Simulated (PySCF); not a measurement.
# Ge2H7PS: the cost of one run

The runs use PySCF 2.14.0, with density-fitted response routines of our own; the level of theory stands in each step. All values are computed, except where a source is named. Atoms count from 0, in the outputs and in this text.

## (1) The molecule as given

11 atoms, charge 0, multiplicity 1; geometry from: GFN2-xTB. The atoms were then displaced at random by about 0.01 Å, so the start is not that level's minimum.

Bonds of the start (Å): P0–Ge1 2.29, Ge1–S2 2.22, S2–Ge3 2.22, P0–H4 1.41, P0–H5 1.40, Ge1–H6 1.51, Ge1–H7 1.52, Ge3–H8 1.50, Ge3–H9 1.47, Ge3–H10 1.50.

## (2) Optimising the geometry at PBE0-D3(BJ)/def2-SVP

What the job is given:

```
{"job": {"xc": "PBE0", "basis": "def2-SVP", "d3": "d3bj", "grid": 1, "shake": 0.01, "kind": "geom"}, "charge": 0, "multiplicity": 1}
P     -1.812590     0.105810    -1.282980
Ge    -0.931500    -0.538530     0.728760
S      0.807700     0.691320     1.352420
Ge     2.169810     0.359660    -0.375300
H     -2.196110     1.367080    -0.789500
H     -3.070080    -0.418980    -0.971790
H     -1.816270    -0.480520     1.956120
H     -0.454930    -1.980280     0.637980
H      1.590530     1.021110    -1.589900
H      3.453780     0.960440     0.000360
H      2.297760    -1.112930    -0.641920
```

Launch:

```bash
> OMP_NUM_THREADS=1 python probes_run.py task.json out
```

One launch serves the whole session: the jobs run in the order shown.

Q: Estimate the wall time and peak memory of this first job on 1 thread of Arm Neoverse V1, shared host.

About 1.8 min, with a peak of 0.57 GiB.
